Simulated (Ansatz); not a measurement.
# Ga7P7 zinc blende off sphere (Ga7P7H20): geometry, orbitals and charge

Aim: characterise Ga7P7 zinc blende off sphere (Ga7P7H20) as a singlet: its structure, frontier levels and distribution of charge.

Computed with Ansatz 0.2.0, Gaussian basis. Level: RKS PBE0-D4/def2-TZVP.

The runs, in order: relaxation at PBE-D4/def2-SVP; a single point at PBE0-D4/def2-TZVP.

### 1 The starting structure

34 atoms, charge 0, spin multiplicity 1.

Atoms are counted from 1 here; the program's logs count them from 0.

Bond lengths: Ga1–P9 2.471 Å, Ga1–P10 2.395 Å, Ga1–H15 1.557 Å, Ga1–H16 1.556 Å, Ga2–P8 2.427 Å, Ga2–P11 2.430 Å, Ga2–P12 2.429 Å, Ga2–H17 1.563 Å, Ga3–P9 2.391 Å, Ga3–P11 2.547 Å, Ga3–P13 2.391 Å, Ga3–H18 1.561 Å, Ga4–P8 2.548 Å, Ga4–P9 2.391 Å, Ga4–P14 2.390 Å, Ga4–H19 1.561 Å, Ga5–P10 2.394 Å, Ga5–P14 2.471 Å and more. Angles: P9–Ga1–P10 99.3°, P9–Ga1–H15 104.3°, P9–Ga1–H16 104.4°, P10–Ga1–H15 111.7°, P10–Ga1–H16 111.6°, H15–Ga1–H16 122.2°, P8–Ga2–P11 99.2°, P8–Ga2–P12 99.2°, P8–Ga2–H17 118.4°, P11–Ga2–P12 99.1°, P11–Ga2–H17 118.4°, P12–Ga2–H17 118.6°, P9–Ga3–P11 105.1°, P9–Ga3–P13 107.1°, P9–Ga3–H18 116.7°, P11–Ga3–P13 104.9°, P11–Ga3–H18 104.9°, P13–Ga3–H18 116.8° and more.

Coordinates:

| atom | x (Å) | y (Å) | z (Å) |
| --- | --- | --- | --- |
| Ga1 | 0.7493 | -3.6221 | 0.7505 |
| Ga2 | -2.2677 | 2.2708 | -2.2650 |
| Ga3 | 0.8162 | -0.8227 | -2.0389 |
| Ga4 | -2.0432 | -0.8183 | 0.8207 |
| Ga5 | 0.7534 | -0.7575 | 3.6149 |
| Ga6 | 0.8207 | 2.0364 | 0.8236 |
| Ga7 | 3.6171 | -0.7486 | 0.7472 |
| P8 | -3.3443 | 0.7327 | -0.7268 |
| P9 | -0.6282 | -2.0964 | -0.6212 |
| P10 | 2.0007 | -2.0014 | 1.9934 |
| P11 | -0.7290 | 0.7286 | -3.3408 |
| P12 | -0.7248 | 3.3432 | -0.7259 |
| P13 | 2.0918 | 0.6243 | -0.6268 |
| P14 | -0.6252 | 0.6208 | 2.0968 |
| H15 | 1.6424 | -4.3691 | -0.2836 |
| H16 | -0.2788 | -4.3665 | 1.6504 |
| H17 | -3.1699 | 3.1720 | -3.1684 |
| H18 | 1.6039 | -1.6125 | -3.1306 |
| H19 | -3.1388 | -1.6042 | 1.6072 |
| H20 | -0.2766 | -1.6544 | 4.3611 |
| H21 | 1.6511 | 0.2714 | 4.3609 |
| H22 | 1.6120 | 3.1265 | 1.6101 |
| H23 | 4.3656 | -1.6433 | -0.2829 |
| H24 | 4.3598 | 0.2821 | 1.6457 |
| H25 | -4.2826 | 0.0123 | -1.4508 |
| H26 | -4.2723 | 1.4622 | 0.0014 |
| H27 | -1.4892 | -2.7683 | -1.4816 |
| H28 | 2.8033 | -2.8009 | 2.7942 |
| H29 | -1.4566 | 0.0172 | -4.2838 |
| H30 | -0.0001 | 1.4635 | -4.2649 |
| H31 | 0.0051 | 4.2663 | -1.4612 |
| H32 | -1.4472 | 4.2868 | -0.0101 |
| H33 | 2.7642 | 1.4857 | -1.4871 |
| H34 | -1.4822 | 1.4833 | 2.7722 |

The start is a GFN2-xTB geometry.

### 2 Optimising with PBE-D4/def2-SVP

in.yaml

```yaml
crystal:
  periodic: [false, false, false]
  atoms:
    - {symbol: Ga, position_ang: [0.749280, -3.622150, 0.750490]}
    - {symbol: Ga, position_ang: [-2.267700, 2.270850, -2.265000]}
    - {symbol: Ga, position_ang: [0.816150, -0.822690, -2.038870]}
    - {symbol: Ga, position_ang: [-2.043160, -0.818320, 0.820730]}
    - {symbol: Ga, position_ang: [0.753420, -0.757470, 3.614930]}
    - {symbol: Ga, position_ang: [0.820670, 2.036380, 0.823650]}
    - {symbol: Ga, position_ang: [3.617060, -0.748620, 0.747200]}
    - {symbol: P, position_ang: [-3.344270, 0.732700, -0.726820]}
    - {symbol: P, position_ang: [-0.628200, -2.096400, -0.621240]}
    - {symbol: P, position_ang: [2.000720, -2.001400, 1.993440]}
    - {symbol: P, position_ang: [-0.729040, 0.728620, -3.340810]}
    - {symbol: P, position_ang: [-0.724750, 3.343210, -0.725950]}
    - {symbol: P, position_ang: [2.091850, 0.624270, -0.626800]}
    - {symbol: P, position_ang: [-0.625240, 0.620840, 2.096830]}
    - {symbol: H, position_ang: [1.642420, -4.369080, -0.283560]}
    - {symbol: H, position_ang: [-0.278790, -4.366450, 1.650400]}
    - {symbol: H, position_ang: [-3.169860, 3.171960, -3.168390]}
    - {symbol: H, position_ang: [1.603880, -1.612550, -3.130640]}
    - {symbol: H, position_ang: [-3.138780, -1.604240, 1.607240]}
    - {symbol: H, position_ang: [-0.276600, -1.654400, 4.361090]}
    - {symbol: H, position_ang: [1.651130, 0.271410, 4.360880]}
    - {symbol: H, position_ang: [1.612000, 3.126460, 1.610100]}
    - {symbol: H, position_ang: [4.365600, -1.643310, -0.282910]}
    - {symbol: H, position_ang: [4.359760, 0.282080, 1.645730]}
    - {symbol: H, position_ang: [-4.282590, 0.012340, -1.450830]}
    - {symbol: H, position_ang: [-4.272320, 1.462230, 0.001420]}
    - {symbol: H, position_ang: [-1.489190, -2.768260, -1.481600]}
    - {symbol: H, position_ang: [2.803290, -2.800870, 2.794230]}
    - {symbol: H, position_ang: [-1.456620, 0.017220, -4.283840]}
    - {symbol: H, position_ang: [-0.000090, 1.463480, -4.264860]}
    - {symbol: H, position_ang: [0.005140, 4.266260, -1.461170]}
    - {symbol: H, position_ang: [-1.447170, 4.286820, -0.010150]}
    - {symbol: H, position_ang: [2.764200, 1.485730, -1.487110]}
    - {symbol: H, position_ang: [-1.482210, 1.483350, 2.772180]}
basis:
  gaussian: {orbitals: def2-SVP, fitting: {mean_field: def2-universal-jkfit}}
hamiltonian: {xc: pbe, dispersion: d4}
scf: {lower_state_search: "off"}
output: {orbitals: {seedname: orbitals}}
relax: {f_tol: 0.03, max_steps: 70}
```

Command:

```bash
> ansatz run in.yaml --threads 2 --pin off --events-out ev --progress --plain --max-ram 32768MiB --backend cuda --devices 0, --max-vram 18GiB
```

After this run come: Single point, PBE0-D4/def2-TZVP.

Before running them: what should the planned runs give, taken together? Wanted: point group; commonest bond, hydrogen aside; HOMO, LUMO at PBE0-D4/def2-TZVP; dipole at PBE-D4/def2-SVP.

As calculated:

```
                       quantity                            value
                    point group                              C3v
 commonest bond, hydrogen aside  Ga–P, 18 of mean length 2.406 Å
HOMO, LUMO at PBE0-D4/def2-TZVP                  -6.87, -1.49 eV
      dipole at PBE-D4/def2-SVP                          11.76 D
```

In words: The molecule keeps its bonding pattern by the stored test; the atoms moved 0.05 Å (rms). No usable vibrations, so a minimum isn't proven. Whether this spin is the lowest isn't tested here.
